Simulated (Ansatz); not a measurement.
# YMnO3: the cost of one run

Method: DFT PBEsol+U (U_eff = 7 eV on Mn d), plane waves, PAW, in Ansatz 0.2.0.

1 further run of the same task is left out (it didn't finish).

**1. Starting point**

Symmetry: P6_3/mmc, No. 194, hexagonal system. Conventional cell: a = 3.630 Å, b = 3.630 Å, c = 11.353 Å, α = 90.00°, β = 90.00°, γ = 120.00°. Y (site symmetry -3m) has 6 O at 2.32 Å as nearest neighbours. Around Mn (site symmetry -6m2) lie 5 O at 1.85 to 2.10 Å. O (site symmetry -6m2) has 3 Mn at 2.10 Å as nearest neighbours. O (site symmetry 3m) is surrounded by 1 Mn at 1.85 Å and 3 Y at 2.32 Å.

Structure file:

```cif
data_structure
_symmetry_space_group_name_H-M 'P6_3/mmc'
_symmetry_Int_Tables_number 194
_cell_length_a 3.6301
_cell_length_b 3.6301
_cell_length_c 11.3535
_cell_angle_alpha 90.000
_cell_angle_beta 90.000
_cell_angle_gamma 120.000
_cell_volume 129.57
loop_
_atom_site_label
_atom_site_type_symbol
_atom_site_symmetry_multiplicity
_atom_site_Wyckoff_symbol
_atom_site_fract_x
_atom_site_fract_y
_atom_site_fract_z
_atom_site_occupancy
Y1 Y 2 a 0.00000 0.00000 0.00000 1
Mn1 Mn 2 c 0.33333 0.66667 0.25000 1
O1 O 2 b 0.00000 0.00000 0.25000 1
O2 O 4 f 0.33333 0.66667 0.08707 1
```

An earlier series on this cell reached its lowest free state from «ferromagnetic start, free, natural orbitals of the symmetric run filled by rank», perhaps among other starts.

**2. Antiferromagnetic directions held**

input.yaml reads:

```yaml
crystal:
  lattice:
    - [3.63011209, 0.0, 0.0]
    - [-1.81505605, 3.14376929, 0.0]
    - [0.0, 0.0, 11.35349921]
  atoms:
    - { symbol: "Y", position: [0.0, 0.0, 0.0] }
    - { symbol: "Y", position: [0.0, 0.0, 0.5] }
    - { symbol: Mn, position: [0.3333333333, 0.6666666667, 0.25], spin: 4.0 }
    - { symbol: Mn, position: [0.6666666667, 0.3333333333, 0.75], spin: -4.0 }
    - { symbol: O, position: [0.0, 0.0, 0.25] }
    - { symbol: O, position: [0.0, 0.0, 0.75] }
    - { symbol: O, position: [0.3333333333, 0.6666666667, 0.08707] }
    - { symbol: O, position: [0.6666666667, 0.3333333333, 0.58707] }
    - { symbol: O, position: [0.3333333333, 0.6666666667, 0.41293] }
    - { symbol: O, position: [0.6666666667, 0.3333333333, 0.91293] }
basis:
  ecutwfc: 420
  ecutrho_ratio: 4
kpoints:
  mp_grid: { grid: [6, 6, 2] }
hamiltonian:
  xc: pbesol
  hubbard:
    sites:
      - { site: 2, l: d, u_eff: 7.0, starting_ns: [{ spin: up, occupation_matrix: s2up }, { spin: down, occupation_matrix: s2down }] }
      - { site: 3, l: d, u_eff: 7.0, starting_ns: [{ spin: up, occupation_matrix: s3up }, { spin: down, occupation_matrix: s3down }] }
    occupation_matrices:
      s2up:
        matrix:
          - [0.02, 0.0, 0.0, 0.0, 0.0]
          - [0.0, 0.97, 0.0, 0.0, 0.0]
          - [0.0, 0.0, 0.97, 0.0, 0.0]
          - [0.0, 0.0, 0.0, 0.97, 0.0]
          - [0.0, 0.0, 0.0, 0.0, 0.97]
      s2down:
        matrix:
          - [0.02, 0.0, 0.0, 0.0, 0.0]
          - [0.0, 0.02, 0.0, 0.0, 0.0]
          - [0.0, 0.0, 0.02, 0.0, 0.0]
          - [0.0, 0.0, 0.0, 0.02, 0.0]
          - [0.0, 0.0, 0.0, 0.0, 0.02]
      s3up:
        matrix:
          - [0.02, 0.0, 0.0, 0.0, 0.0]
          - [0.0, 0.02, 0.0, 0.0, 0.0]
          - [0.0, 0.0, 0.02, 0.0, 0.0]
          - [0.0, 0.0, 0.0, 0.02, 0.0]
          - [0.0, 0.0, 0.0, 0.0, 0.02]
      s3down:
        matrix:
          - [0.02, 0.0, 0.0, 0.0, 0.0]
          - [0.0, 0.97, 0.0, 0.0, 0.0]
          - [0.0, 0.0, 0.97, 0.0, 0.0]
          - [0.0, 0.0, 0.0, 0.97, 0.0]
          - [0.0, 0.0, 0.0, 0.0, 0.97]
    ns_hold: { iters: 8 }
scf:
  occupations: { method: gaussian, width: 0.05 }
  lower_state_search: "off"
  max_iter: 150
output:
  forces: true
  stress: true
  eigenvalues: true
  populations: true
  hubbard: { sites: [{ site: 2, l: d }, { site: 3, l: d }] }
magnetization:
  spin_polarized: true
  spin_locking: { lock_directions: true }
```

The typed matrices put 0.97 on the chosen orbitals and 0.02 on the others, and are held for 8 cycles. The lock stays on to the end, so the result is a constrained state.

Started as:

```bash
ansatz run input.yaml --threads 8 --pin off --max-ram 12288MiB --backend cpu --events-out ev --progress --plain --runs-dir out
```

Q: Estimate wall time and peak memory on 8 threads of Arm Neoverse V2, shared host.

About 9.1 s, with a peak of 0.74 GiB.
